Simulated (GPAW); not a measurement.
## PmS in GPAW: convergence with plane-wave cutoff (eV)

Input of the first run (plane-wave cutoff (eV) 300); the others differ in this setting and in those tied to it:

The input run.py:

```python
from ase import Atoms
from ase.dft.bandgap import bandgap
from ase.io import write
from ase.units import GPa
from gpaw import GPAW, PW

atoms = Atoms(['Pm', 'S'],
              cell=[[0.0, 2.8484763017, 2.8484763017],
                    [2.8484763017, 0.0, 2.8484763017],
                    [2.8484763017, 2.8484763017, 0.0]],
              scaled_positions=[[0.0, 0.0, 0.0],
                                [0.5, 0.5, 0.5]],
              pbc=True)
atoms.set_initial_magnetic_moments([4.0, 0.0])

calc = GPAW(mode=PW(300),
            xc='PBE',
            kpts={'size': (6, 6, 6), 'gamma': True},
            occupations={'name': 'fermi-dirac', 'width': 0.05},
            nbands=24,
            convergence={'density': 1e-05, 'energy': 1e-05},
            maxiter=100,
            txt='gpaw.txt')
atoms.calc = calc
energy = atoms.get_potential_energy()
forces = atoms.get_forces()
stress = atoms.get_stress()
calc.write('gs.gpw')
write('result.traj', atoms)
print(f'Energy: {energy:.6f} eV')
print('Forces (eV/A):')
print(forces.round(4))
print('Stress (GPa):', (stress / GPa).round(3))
print('Moments:', calc.get_magnetic_moments().round(3))
print('Fermi level:', round(calc.get_fermi_level(), 4), 'eV')
print(f'Gap: {bandgap(calc)[0]:.4f} eV, direct: {bandgap(calc, direct=True)[0]:.4f} eV')
```

Potentials or basis: GPAW PAW data sets (gpaw-data 1.2.1), pw.

Run with:

```console
$ OMP_NUM_THREADS=1 python run.py
```

The cell comes from a database or a generator and needn't be the stable form of this composition.

Hardware: 1 thread of Arm Neoverse V1, on a shared host.

Question: The values tried are 300, 350, 400, 500, 600, 700, 800, 1000, 1200, loosest first. From which on does the largest site moment stay within 0.02 μB of the tightest run that finished?

Answer: From 400 on.

| plane-wave cutoff (eV) | energy less the tightest run, at zero smearing (meV/atom) | pressure (GPa) | largest site moment (μB) | SCF cycles | CPU time (s) | peak memory (GiB) |
| --- | --- | --- | --- | --- | --- | --- |
| 300 | 122.74 | 2.75 | 4.36 | 15 | 25 | 0.15 |
| 350 | 98.55 | 2.26 | 4.37 | 15 | 26 | 0.16 |
| 400 | 61.67 | 2.12 | 4.38 | 15 | 24 | 0.16 |
| 500 | 17.91 | 3.23 | 4.38 | 15 | 37 | 0.17 |
| 600 | 13.21 | 3.43 | 4.39 | 15 | 45 | 0.19 |
| 700 | 6.94 | 3.35 | 4.39 | 15 | 45 | 0.21 |
| 800 | 2.88 | 3.51 | 4.39 | 15 | 64 | 0.22 |
| 1000 | 1.15 | 3.52 | 4.39 | 15 | 85 | 0.26 |
| 1200 | 0.00 | 3.57 | 4.39 | 15 | 130 | 0.32 |

Against the tightest run, the pressure stays within 0.1 GPa from 800 on. Not settled before the last step: the energy (to 1 meV/atom). The tightest run that finished is the yardstick and may itself not be fully converged.

Caveat, for the tightest run too: one-centre terms of the f shell are cut off; the magnetic or orbital state may not be the lowest; spin-orbit coupling is left out, which moves the levels of the heavy elements; without U or exact exchange the open f shell lies at the Fermi level, which spoils levels, moments and volumes. The state reached can hang on the start; a lower one may exist.
